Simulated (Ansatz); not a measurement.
# C₆H₉BO₆: small, medium and large basis sets

The task here is to estimate one member of a computed series from the others.

Program: Ansatz 0.2.0, Gaussian basis. Level of theory: one geometry, several basis sets. These are calculated values, not measurements.

Plan: PBE0-D4/def2-SVP; ωB97M-V/def2-SVP; PBE0-D4/def2-QZVPP; ωB97M-V/def2-QZVPP; the functionals' def2-TZVPP values are taken from earlier runs.

## The geometry

An earlier PBE0-D4 in a triple-zeta def2 set relaxation fixed the geometry.

SMILES `CC(=O)OB(OC(C)=O)OC(C)=O`, 22 atoms, charge 0, spin multiplicity 1.

Atoms are counted from 1 here; the program's logs count them from 0.

Bond lengths: C1–C2 1.493 Å, C1–H14 1.092 Å, C1–H15 1.087 Å, C1–H16 1.092 Å, C2–O3 1.192 Å, C2–O4 1.365 Å, O4–B5 1.371 Å, B5–O6 1.371 Å, B5–O10 1.371 Å, O6–C7 1.365 Å, C7–C8 1.493 Å, C7–O9 1.192 Å, C8–H17 1.092 Å, C8–H18 1.092 Å, C8–H19 1.087 Å, O10–C11 1.365 Å, C11–C12 1.493 Å, C11–O13 1.192 Å and more. Angles: C2–C1–H14 109.2°, C2–C1–H15 109.9°, C2–C1–H16 109.8°, H14–C1–H15 110.3°, H14–C1–H16 107.2°, H15–C1–H16 110.4°, C1–C2–O3 126.3°, C1–C2–O4 110.8°, O3–C2–O4 122.9°, C2–O4–B5 124.7°, O4–B5–O6 119.7°, O4–B5–O10 119.7°, O6–B5–O10 119.7°, B5–O6–C7 124.7°, O6–C7–C8 110.8°, O6–C7–O9 122.9°, C8–C7–O9 126.3°, C7–C8–H17 109.8° and more.

The first run:

File in.yaml:

```yaml
crystal:
  periodic: [false, false, false]
  atoms:
    - {symbol: C, position_ang: [-1.051342, -3.244938, -1.345871]}
    - {symbol: C, position_ang: [-1.252757, -1.813638, -0.973316]}
    - {symbol: O, position_ang: [-2.280453, -1.210429, -1.017176]}
    - {symbol: O, position_ang: [-0.070834, -1.238811, -0.603995]}
    - {symbol: B, position_ang: [0.041159, -0.051154, 0.070706]}
    - {symbol: O, position_ang: [-0.884380, 0.275603, 1.027202]}
    - {symbol: C, position_ang: [-1.185430, 1.550004, 1.413233]}
    - {symbol: C, position_ang: [-1.939480, 1.548385, 2.701406]}
    - {symbol: O, position_ang: [-0.901739, 2.507980, 0.762270]}
    - {symbol: O, position_ang: [1.190151, 0.687345, -0.042069]}
    - {symbol: C, position_ang: [1.931162, 0.801009, -1.182986]}
    - {symbol: C, position_ang: [3.285315, 1.351930, -0.881752]}
    - {symbol: O, position_ang: [1.505770, 0.523242, -2.261804]}
    - {symbol: H, position_ang: [-0.325447, -3.306025, -2.159266]}
    - {symbol: H, position_ang: [-1.997506, -3.683323, -1.651708]}
    - {symbol: H, position_ang: [-0.634740, -3.793275, -0.498496]}
    - {symbol: H, position_ang: [-1.342812, 1.067992, 3.479524]}
    - {symbol: H, position_ang: [-2.851543, 0.959753, 2.583273]}
    - {symbol: H, position_ang: [-2.183707, 2.567968, 2.987323]}
    - {symbol: H, position_ang: [3.855985, 1.451718, -1.801167]}
    - {symbol: H, position_ang: [3.805124, 0.694962, -0.181400]}
    - {symbol: H, position_ang: [3.178205, 2.323602, -0.395329]}
basis:
  gaussian: {orbitals: def2-SVP}
hamiltonian: {xc: pbe0, dispersion: d4}
output: {orbitals: {seedname: orbitals}}
```

On the command line:

```
$ ansatz run in.yaml --threads 4 --pin off --events-out ev --progress --plain --max-ram 46080MiB --backend cpu
```

Among the steps run: PBE0-D4 in def2-SVP; ωB97M-V in def2-SVP; PBE0-D4 in def2-QZVPP; ωB97M-V in def2-QZVPP.

One of the session's tables, all rows but one given; the rest of the session is left out.

It belongs to the step «Functionals by basis». 

```
functional       basis  HOMO (eV)
   PBE0-D4    def2-SVP      -8.10
   PBE0-D4  def2-TZVPP      -8.21
   PBE0-D4  def2-QZVPP      -8.23
   ωB97M-V    def2-SVP          ?
   ωB97M-V  def2-TZVPP     -10.64
   ωB97M-V  def2-QZVPP     -10.66
```

Q: Estimate the row for ωB97M-V, def2-SVP from the others.

As computed: HOMO (eV): -10.51. In the column «HOMO (eV)» it lies between ωB97M-V, def2-TZVPP (-10.64) and PBE0-D4, def2-QZVPP (-8.23).
